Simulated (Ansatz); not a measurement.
# C2H5AlO2S: from a rough start to a minimum

The task is to find a stationary geometry of C2H5AlO2S, check the end point by its vibrations and derive ideal-gas thermochemistry, and look at its orbitals and charge.

Computed with Ansatz 0.2.0, Gaussian basis. Level: RKS PBE0-D4/def2-TZVP.

The runs, in order: relaxation at PBE-D4/def2-SVP; relaxation at PBE0-D4/def2-TZVP; harmonic vibrations at the same level; a single point in def2-TZVPP for the fields.

**1. Where the work starts**

11 atoms, charge 0, spin multiplicity 1.

Atoms are counted from 1 here; the program's logs count them from 0.

Bond lengths: O1–Al2 1.851 Å, O1–H7 1.020 Å, Al2–C3 1.949 Å, Al2–O6 1.830 Å, C3–S4 1.816 Å, C3–H8 1.045 Å, C3–H9 1.111 Å, S4–C5 1.863 Å, C5–O6 1.395 Å, C5–H10 1.144 Å, C5–H11 1.120 Å. Angles: Al2–O1–H7 100.0°, O1–Al2–C3 120.2°, O1–Al2–O6 120.7°, C3–Al2–O6 101.7°, Al2–C3–S4 101.8°, Al2–C3–H8 112.5°, Al2–C3–H9 108.6°, S4–C3–H8 114.9°, S4–C3–H9 105.6°, H8–C3–H9 112.6°, C3–S4–C5 95.2°, S4–C5–O6 110.7°, S4–C5–H10 108.2°, S4–C5–H11 114.5°, O6–C5–H10 106.4°, O6–C5–H11 111.5°, H10–C5–H11 104.9°, Al2–O6–C5 103.0°.

Coordinates:

```mol
C2H5AlO2S
  3D, bonds by distance, orders not assigned

 11 11  0  0  0  0  0  0  0  0999 V2000
    0.0951   -2.6851    0.0544 O   0  0
    0.7999   -0.9736    0.0963 Al  0  0
    0.4611    0.2626   -1.3717 C   0  0
    0.2187    1.8306   -0.4881 S   0  0
   -0.3733    1.0446    1.0940 C   0  0
    0.5495    0.1044    1.5540 O   0  0
   -0.9016   -2.4662    0.0636 H   0  0
   -0.3438   -0.0365   -1.9678 H   0  0
    1.3992    0.3892   -1.9524 H   0  0
   -0.4326    1.8581    1.8961 H   0  0
   -1.4068    0.6151    1.0420 H   0  0
  1  2  8  0
  2  3  8  0
  3  4  8  0
  4  5  8  0
  5  6  8  0
  1  7  8  0
  3  8  8  0
  3  9  8  0
  5 10  8  0
  5 11  8  0
  2  6  8  0
M  END
```

The start is a force-field geometry with small random shifts, so a cheaper pass at PBE-D4/def2-SVP comes first.

**2. Optimising with PBE-D4/def2-SVP (cheap first pass)**

File in.yaml:

```yaml
crystal:
  periodic: [false, false, false]
  atoms:
    - {symbol: O, position_ang: [0.095100, -2.685100, 0.054400]}
    - {symbol: Al, position_ang: [0.799900, -0.973600, 0.096300]}
    - {symbol: C, position_ang: [0.461100, 0.262600, -1.371700]}
    - {symbol: S, position_ang: [0.218700, 1.830600, -0.488100]}
    - {symbol: C, position_ang: [-0.373300, 1.044600, 1.094000]}
    - {symbol: O, position_ang: [0.549500, 0.104400, 1.554000]}
    - {symbol: H, position_ang: [-0.901600, -2.466200, 0.063600]}
    - {symbol: H, position_ang: [-0.343800, -0.036500, -1.967800]}
    - {symbol: H, position_ang: [1.399200, 0.389200, -1.952400]}
    - {symbol: H, position_ang: [-0.432600, 1.858100, 1.896100]}
    - {symbol: H, position_ang: [-1.406800, 0.615100, 1.042000]}
basis:
  gaussian: {orbitals: def2-SVP}
hamiltonian: {xc: pbe, dispersion: d4}
relax: {f_tol: 0.03, max_steps: 200}
```

Started as:

```sh
> ansatz run in.yaml --threads 4 --pin off --events-out ev --progress --plain --max-ram 10444MiB
```

What it wrote (excerpt; [...] marks lines left out):

```text
Functional definition: PBE
  name "PBE"
  cite "Perdew, Burke & Ernzerhof, Phys. Rev. Lett. 77, 3865 (1996) doi:10.1103/PhysRevLett.77.3865"
  parent pbe
[...]
1290 factors; their error is unknown
[...]
mean field -23657.47052628 eV, -869.3960062312 hartree, gradient 3.6e-5 eV, S^2 0.000000; 0 other end points of the search recorded, 0 dependent functions left out
[...]
reference -23657.47056526 eV, -869.3960076639 hartree; 31, 31 occupied and 86, 86 virtual orbitals, 1290 factors
relax step   1: F+E_penalty+E_count = -23657.75389977 eV  Δ(F+E_penalty+E_count) = +0.000e0 eV  max|allowed force component| = 2.756e0 eV/Å  Δτ_max = 0.0000 Å  (30 SCF iters, accepted)
[...]
relax step   4: F+E_penalty+E_count = -23658.64772718 eV  Δ(F+E_penalty+E_count) = -1.454e-1 eV  max|allowed force component| = 4.675e-1 eV/Å  Δτ_max = 0.2000 Å  (35 SCF iters, accepted)
[...]
relax step   7: F+E_penalty+E_count = -23658.88857798 eV  Δ(F+E_penalty+E_count) = -5.929e-2 eV  max|allowed force component| = 2.309e-1 eV/Å  Δτ_max = 0.2000 Å  (34 SCF iters, accepted)
[...]
relax step  10: F+E_penalty+E_count = -23658.94441064 eV  Δ(F+E_penalty+E_count) = -4.098e-3 eV  max|allowed force component| = 5.752e-2 eV/Å  Δτ_max = 0.0679 Å  (30 SCF iters, accepted)
[...]
relax step  13: F+E_penalty+E_count = -23658.94730569 eV  Δ(F+E_penalty+E_count) = -1.081e-3 eV  max|allowed force component| = 4.161e-2 eV/Å  Δτ_max = 0.0207 Å  (30 SCF iters, accepted)
[...]
relax step  14: F+E_penalty+E_count = -23658.94787647 eV  Δ(F+E_penalty+E_count) = -5.708e-4 eV  max|allowed force component| = 1.932e-2 eV/Å  Δτ_max = 0.0328 Å  (31 SCF iters, accepted)
1290 factors; their error is unknown
[...]
mean field -23658.66911501 eV, -869.4400535546 hartree, gradient 2.4e-5 eV, S^2 0.000000; 1 other end points of the search recorded, 0 dependent functions left out
[...]
reference -23658.66915437 eV, -869.4400550011 hartree; 31, 31 occupied and 86, 86 virtual orbitals, 1290 factors
Total energy: -23658.94791583 eV, -869.4502992958 hartree
Atom 0 at     0.331186    -2.739363    -0.114219 Å, force    -0.000984     0.006956     0.000160 eV/Å
Atom 1 at     0.057474    -1.055464    -0.075317 Å, force     0.005536    -0.010681    -0.003742 eV/Å
Atom 2 at     0.355975     0.322582    -1.426787 Å, force    -0.004294    -0.002195    -0.012736 eV/Å
Atom 3 at     0.762428     1.666348    -0.230849 Å, force     0.013650     0.000226    -0.003108 eV/Å
Atom 4 at    -0.450531     1.189875     1.129820 Å, force    -0.019319     0.006973     0.015150 eV/Å
Atom 5 at    -0.554297    -0.187104     1.312087 Å, force    -0.002450     0.004474     0.009739 eV/Å
Atom 6 at     0.249464    -3.325734     0.653634 Å, force     0.000741    -0.005866     0.003718 eV/Å
Atom 7 at    -0.470601     0.595391    -2.116478 Å, force    -0.001290     0.003227    -0.001046 eV/Å
Atom 8 at     1.268544     0.135213    -2.026351 Å, force     0.002044     0.004506    -0.001103 eV/Å
Atom 9 at    -0.043745     1.700543     2.031439 Å, force    -0.002087    -0.004381    -0.007828 eV/Å
Atom 10 at    -1.440497     1.640914     0.883421 Å, force     0.008453    -0.003239     0.000796 eV/Å
Dipole moment:    -0.145468    -0.242591     0.033214 e Å
```

It took 22 s on 4 threads of Arm Neoverse V1, shared host.

Along the way:

| step | energy from step 1 (eV) | largest force component (eV/Å) |
| --- | --- | --- |
| 1 | 0.0000 | 2.7561 |
| 2 | -0.5252 | 1.7156 |
| 3 | -0.7484 | 1.0148 |
| 4 | -0.8938 | 0.4675 |
| 5 | -0.9915 | 0.5959 |
| 6 | -1.0754 | 0.3182 |
| 7 | -1.1347 | 0.2309 |
| 8 | -1.1693 | 0.1653 |
| 9 | -1.1864 | 0.0989 |
| 10 | -1.1905 | 0.0575 |
| 11 | -1.1923 | 0.0788 |
| 12 | -1.1916 | 0.2719 |
| 13 | -1.1934 | 0.0416 |
| 14 | -1.1940 | 0.0193 |

Distances of close pairs at the start and the end, largest changes first:

| bond | before (Å) | after (Å) | change (Å) |
| --- | --- | --- | --- |
| O1–Al2 | 1.851 | 1.706 | -0.145 |
| Al2–O6 | 1.830 | 1.747 | -0.083 |
| C3–H8 | 1.045 | 1.111 | +0.065 |
| O1–H7 | 1.020 | 0.970 | -0.051 |
| C5–H10 | 1.144 | 1.113 | -0.031 |
| C3–S4 | 1.816 | 1.844 | +0.028 |
| S4–C5 | 1.863 | 1.884 | +0.021 |
| C5–H11 | 1.120 | 1.115 | -0.005 |

**3. Geometry optimisation, PBE0-D4/def2-TZVP**

File in.yaml:

```yaml
crystal:
  periodic: [false, false, false]
  atoms:
    - {symbol: O, position_ang: [0.331186, -2.739363, -0.114219]}
    - {symbol: Al, position_ang: [0.057474, -1.055464, -0.075317]}
    - {symbol: C, position_ang: [0.355975, 0.322582, -1.426787]}
    - {symbol: S, position_ang: [0.762428, 1.666348, -0.230849]}
    - {symbol: C, position_ang: [-0.450531, 1.189875, 1.129820]}
    - {symbol: O, position_ang: [-0.554297, -0.187104, 1.312087]}
    - {symbol: H, position_ang: [0.249464, -3.325734, 0.653634]}
    - {symbol: H, position_ang: [-0.470601, 0.595391, -2.116478]}
    - {symbol: H, position_ang: [1.268544, 0.135213, -2.026351]}
    - {symbol: H, position_ang: [-0.043745, 1.700543, 2.031439]}
    - {symbol: H, position_ang: [-1.440497, 1.640914, 0.883421]}
basis:
  gaussian: {orbitals: def2-TZVP}
hamiltonian: {xc: pbe0, dispersion: d4}
relax: {f_tol: 0.005, max_steps: 150}
```

Same command.

What it wrote (excerpt; [...] marks lines left out):

```text
Functional definition: PBE0
  name "PBE0"
  cite "Adamo & Barone, J. Chem. Phys. 110, 6158 (1999) doi:10.1063/1.478522"
  cite "Perdew, Burke & Ernzerhof, Phys. Rev. Lett. 77, 3865 (1996) doi:10.1103/PhysRevLett.77.3865"
  parent pbe
[...]
1432 factors; their error is unknown
[...]
mean field -23674.00641792 eV, -870.0036890406 hartree, gradient 3.7e-5 eV, S^2 0.000000; 0 other end points of the search recorded, 0 dependent functions left out
[...]
reference -23674.00645161 eV, -870.0036902786 hartree; 31, 31 occupied and 197, 197 virtual orbitals, 1432 factors
relax step   1: F+E_penalty+E_count = -23674.24202609 eV  Δ(F+E_penalty+E_count) = +0.000e0 eV  max|allowed force component| = 5.723e-1 eV/Å  Δτ_max = 0.0000 Å  (30 SCF iters, accepted)
[...]
Atom 1 at     0.079211    -1.044667    -0.060586 Å, force    -0.001386    -0.000600    -0.000014 eV/Å
Atom 2 at     0.365006     0.321928    -1.408527 Å, force    -0.000331    -0.000463    -0.003351 eV/Å
Atom 3 at     0.703505     1.681719    -0.251060 Å, force    -0.003825     0.000454     0.003745 eV/Å
Atom 4 at    -0.437296     1.191076     1.113870 Å, force     0.000790     0.000067     0.000656 eV/Å
Atom 5 at    -0.478456    -0.184751     1.313981 Å, force     0.000108    -0.000500    -0.001457 eV/Å
Atom 6 at     0.190136    -3.306295     0.624387 Å, force    -0.000212     0.000918    -0.000842 eV/Å
Atom 7 at    -0.450198     0.555154    -2.096483 Å, force     0.002020    -0.000654     0.000851 eV/Å
Atom 8 at     1.274431     0.158081    -1.987973 Å, force    -0.000751    -0.000251    -0.000072 eV/Å
Atom 9 at    -0.046052     1.707197     1.995375 Å, force     0.000129     0.000373    -0.000701 eV/Å
Atom 10 at    -1.438652     1.575435     0.891996 Å, force     0.002672     0.000462    -0.000363 eV/Å
Dipole moment:    -0.159271    -0.241144     0.023601 e Å
```

Run time: 40 s. Hardware: 4 threads of Arm Neoverse V1, shared host; peak memory 0.69 GiB.

Relaxation path:

| step | energy from step 1 (eV) | largest force component (eV/Å) |
| --- | --- | --- |
| 1 | 0.0000 | 0.5723 |
| 2 | -0.0563 | 0.3338 |
| 3 | -0.0690 | 0.1341 |
| 4 | -0.0698 | 0.0549 |
| 5 | -0.0701 | 0.0210 |
| 6 | -0.0704 | 0.0280 |
| 7 | -0.0707 | 0.0059 |
| 8 | -0.0707 | 0.0038 |

Close pairs (by a distance rule), those that changed most:

| bond | before (Å) | after (Å) | change (Å) |
| --- | --- | --- | --- |
| S4–C5 | 1.884 | 1.845 | -0.039 |
| Al2–O6 | 1.747 | 1.715 | -0.033 |
| C3–S4 | 1.844 | 1.818 | -0.027 |
| O1–Al2 | 1.706 | 1.683 | -0.024 |
| C5–H11 | 1.115 | 1.095 | -0.020 |
| C5–H10 | 1.113 | 1.094 | -0.019 |
| C3–H8 | 1.111 | 1.092 | -0.019 |
| C3–H9 | 1.108 | 1.091 | -0.017 |

Mulliken charges at the end point, from the run's report:

| atom | value (e) |
| --- | --- |
| O1 | -0.54 |
| Al2 | 0.60 |
| C3 | -0.41 |
| S4 | -0.12 |
| C5 | -0.01 |
| O6 | -0.36 |
| H7 | 0.32 |
| H8 | 0.14 |
| H9 | 0.16 |
| H10 | 0.12 |
| H11 | 0.11 |

**4. Harmonic vibrations**

File in.yaml:

```yaml
crystal:
  periodic: [false, false, false]
  atoms:
    - {symbol: O, position_ang: [0.303763, -2.711676, -0.114581]}
    - {symbol: Al, position_ang: [0.079211, -1.044667, -0.060586]}
    - {symbol: C, position_ang: [0.365006, 0.321928, -1.408527]}
    - {symbol: S, position_ang: [0.703505, 1.681719, -0.251060]}
    - {symbol: C, position_ang: [-0.437296, 1.191076, 1.113870]}
    - {symbol: O, position_ang: [-0.478456, -0.184751, 1.313981]}
    - {symbol: H, position_ang: [0.190136, -3.306295, 0.624387]}
    - {symbol: H, position_ang: [-0.450198, 0.555154, -2.096483]}
    - {symbol: H, position_ang: [1.274431, 0.158081, -1.987973]}
    - {symbol: H, position_ang: [-0.046052, 1.707197, 1.995375]}
    - {symbol: H, position_ang: [-1.438652, 1.575435, 0.891996]}
basis:
  gaussian: {orbitals: def2-TZVP}
hamiltonian: {xc: pbe0, dispersion: d4}
phonons: {temperatures: {t_min: 298.15, t_max: 900, t_step: 200}}
```

Same command.

What it wrote (excerpt; [...] marks lines left out):

```text
Functional definition: PBE0
  name "PBE0"
  cite "Adamo & Barone, J. Chem. Phys. 110, 6158 (1999) doi:10.1063/1.478522"
  cite "Perdew, Burke & Ernzerhof, Phys. Rev. Lett. 77, 3865 (1996) doi:10.1103/PhysRevLett.77.3865"
  parent pbe
[...]
1432 factors; their error is unknown
[...]
mean field -23674.07532240 eV, -870.0062212337 hartree, gradient 2.6e-5 eV, S^2 0.000000; 0 other end points of the search recorded, 0 dependent functions left out
[...]
reference -23674.07535580 eV, -870.0062224611 hartree; 31, 31 occupied and 197, 197 virtual orbitals, 1432 factors
[...]
1432 factors; their error is unknown
mean field -23674.07532058 eV, -870.0062211669 hartree, gradient 1.7e-6 eV, S^2 0.000000; 0 other end points of the search recorded, 0 dependent functions left out
[...]
reference -23674.07535398 eV, -870.0062223943 hartree; 31, 31 occupied and 197, 197 virtual orbitals, 1432 factors
[...]
Atom 4 at    -0.437296     1.191076     1.113870 Å, force     0.000795     0.000074     0.000653 eV/Å
Atom 5 at    -0.478456    -0.184751     1.313981 Å, force     0.000112    -0.000500    -0.001458 eV/Å
Atom 6 at     0.190136    -3.306295     0.624387 Å, force    -0.000215     0.000897    -0.000817 eV/Å
Atom 7 at    -0.450198     0.555154    -2.096483 Å, force     0.002016    -0.000653     0.000849 eV/Å
Atom 8 at     1.274431     0.158081    -1.987973 Å, force    -0.000764    -0.000241    -0.000061 eV/Å
Atom 9 at    -0.046052     1.707197     1.995375 Å, force     0.000128     0.000370    -0.000701 eV/Å
Atom 10 at    -1.438652     1.575435     0.891996 Å, force     0.002665     0.000458    -0.000359 eV/Å
Dipole moment:    -0.159271    -0.241144     0.023602 e Å
Vibrations: 61.82 178.08 188.98 247.49 281.06 329.26 459.07 591.42 618.03 666.29 674.31 719.81 788.55 927.79 952.44 1025.72 1065.96 1124.73 1239.57 1327.13 1422.52 1499.17 3031.35 3074.23 3088.15 3140.76 3967.08 cm⁻¹, zero-point energy 2.026570 eV
```

Wall time 3.7 min (4 threads of Arm Neoverse V1, shared host); peak memory 0.69 GiB.

Motions are named by where the mode's potential energy lies. The modes, unscaled (a negative number is an imaginary wavenumber):

| mode | cm⁻¹ | motion |
| --- | --- | --- |
| 1 | 62 | torsion |
| 2 | 178 | torsion |
| 3 | 189 | bend |
| 4 | 247 | torsion |
| 5 | 281 | bend |
| 6 | 329 | torsion |
| 7 | 459 | bend |
| 8 | 591 | bend |
| 9 | 618 | Al–C stretch with bend |
| 10 | 666 | bend with torsion |
| 11 | 674 | C–S stretch with bend |
| 12 | 720 | C–S stretch |
| 13 | 789 | Al–O stretch with bend |
| 14 | 928 | Al–O stretch |
| 15 | 952 | torsion with bend |
| 16 | 1026 | bend with torsion |
| 17 | 1066 | bend with torsion |
| 18 | 1125 | C–O stretch |
| 19 | 1240 | bend |
| 20 | 1327 | bend |
| 21 | 1423 | bend |
| 22 | 1499 | bend |
| 23 | 3031 | C–H stretch |
| 24 | 3074 | C–H stretch |
| 25 | 3088 | C–H stretch |
| 26 | 3141 | C–H stretch |
| 27 | 3967 | O–H stretch |

Ideal gas, rigid rotor and harmonic oscillator at 298.15 K and 1 bar, with symmetry number 1:

| term | value |
| --- | --- |
| zero-point energy | 195.5 kJ/mol |
| H(298) − E | 217.3 kJ/mol |
| entropy, translation | 168.6 J/(mol K) |
| entropy, rotation | 116.0 J/(mol K) |
| entropy, vibration | 70.7 J/(mol K) |
| entropy, total | 355.3 J/(mol K) |

**5. Fields at the relaxed geometry**

in.yaml, as its differences from that of step 4:

```diff
@@ -15,4 +15,4 @@
 basis:
-  gaussian: {orbitals: def2-TZVP}
+  gaussian: {orbitals: def2-TZVPP}
 hamiltonian: {xc: pbe0, dispersion: d4}
-phonons: {temperatures: {t_min: 298.15, t_max: 900, t_step: 200}}
+output: {orbitals: {seedname: orbitals}}
```

Launched as before.

What it wrote:

```text
Functional definition: PBE0
  name "PBE0"
  cite "Adamo & Barone, J. Chem. Phys. 110, 6158 (1999) doi:10.1063/1.478522"
  cite "Perdew, Burke & Ernzerhof, Phys. Rev. Lett. 77, 3865 (1996) doi:10.1103/PhysRevLett.77.3865"
  parent pbe
  parameter a = 0.25
  parameter kappa = 0.804
  parameter beta = 0.06672455060314922
  exchange = (1 - a)*pbe_x(kappa = kappa, mu = beta*pi^2/3) + a*exact_x
  correlation = pbe_c(beta = beta)
1572 factors; their error is unknown
mean field evaluation 1: about -23660.7524 eV, gradient 8.6e1 eV
mean field evaluation 2: about -23640.2965 eV, gradient 1.3e2 eV
mean field evaluation 4: about -23674.0282 eV, gradient 7.5e0 eV
mean field evaluation 8: about -23674.1456 eV, gradient 2.1e-1 eV
mean field evaluation 16: about -23674.1675 eV, gradient 2.3e-4 eV
mean field -23674.16753944 eV, -870.0096101473 hartree, gradient 5.4e-5 eV, S^2 0.000000; 0 other end points of the search recorded, 0 dependent functions left out
reference -23674.16757366 eV, -870.0096114048 hartree; 31, 31 occupied and 247, 247 virtual orbitals, 1572 factors
Total energy: -23674.40501461 eV, -870.0183371987 hartree
```

It took 4 s on 4 threads of Arm Neoverse V1, shared host; peak memory 0.82 GiB.

The fields below are evaluated on a grid from the run's orbitals.

Frontier orbitals at PBE0-D4/def2-TZVPP, with the share of their density that lies nearest to each atom:

| orbital | energy (eV) | lies on |
| --- | --- | --- |
| HOMO-1 | -7.85 | O6 29 %; S4 28 %; C3 11 % |
| HOMO | -6.42 | S4 74 % |
| LUMO | -0.48 | Al2 29 %; O1 16 %; H7 13 % |

ELF in a plane through or near 6 of the atoms.

Ten even steps from ' ' (0.00) to '@' (0.98):
```
                                                        
                                                        
                                                        
                                                        
                        --++==::                        
              --==::  ..**%%##==      ..::==::          
            ..++####====%%##%%**..  ..==%%@@##--        
            ..==####--****--++##::..++**@@@@##--        
              ..==::++--**####..--..####::%%++--        
                ::++##**::::..++##++****++%%**==..      
            ..::++####++::--==..++..::**%%%%**==..      
          ..++##%%%%**++**##%%%%++::  ::====--::        
          ::##@@@@@@######..::##%%**..                  
          ..**%%@@%%**++**::..**++--                    
            ..==++--....==**####**::                    
                ..      ::==++**==..                    
                          ........                      
                                                        
                                                        
                                                        
```
The map spans 11.4 Å across and 9.6 Å up, centred on the molecule. Atoms in the plane (x, y in Å): O1 (2.7, 0.5), Al2 (1.0, 0.2), C3 (0.0, -1.5), C5 (-1.5, 0.9), O6 (-0.2, 1.4), H7 (3.1, 1.4).

On the surface of density 0.002 e/bohr³ the electrostatic potential runs, from the 1st to the 99th percentile, from -1.17 V near O6 to 2.89 V near Al2.

**6. What came out**

| quantity | value |
| --- | --- |
| point group | C1 |
| steps | 14 + 8 |
| shift from the start (rms) | 0.736 Å |
| total energy | -23674.3128 eV |
| dispersion term | -237 meV |
| dipole moment | 1.39 D |
| lowest, highest wavenumber | 62, 3967 cm⁻¹ |
| zero-point energy | 195.5 kJ/mol |
| entropy at 298.15 K | 355.3 J/(mol K) |
| HOMO, LUMO | -6.42, -0.48 eV |

**Reading.** The atoms moved 0.74 Å (rms) from the start; the bond that changed most is O1–Al2, from 1.851 to 1.683 Å. No mode is imaginary: a true minimum at this level. The stiffest mode, 3967 cm⁻¹, is an O–H stretch, and 3 modes under 200 cm⁻¹ make the vibrational entropy uncertain. Harmonic hybrid wavenumbers usually lie a few per cent above measured fundamentals. The largest Mulliken charge, +0.60 e, sits on Al2. The HOMO lies mostly on S4 74 % and the LUMO on Al2 29 %; O1 16 %.
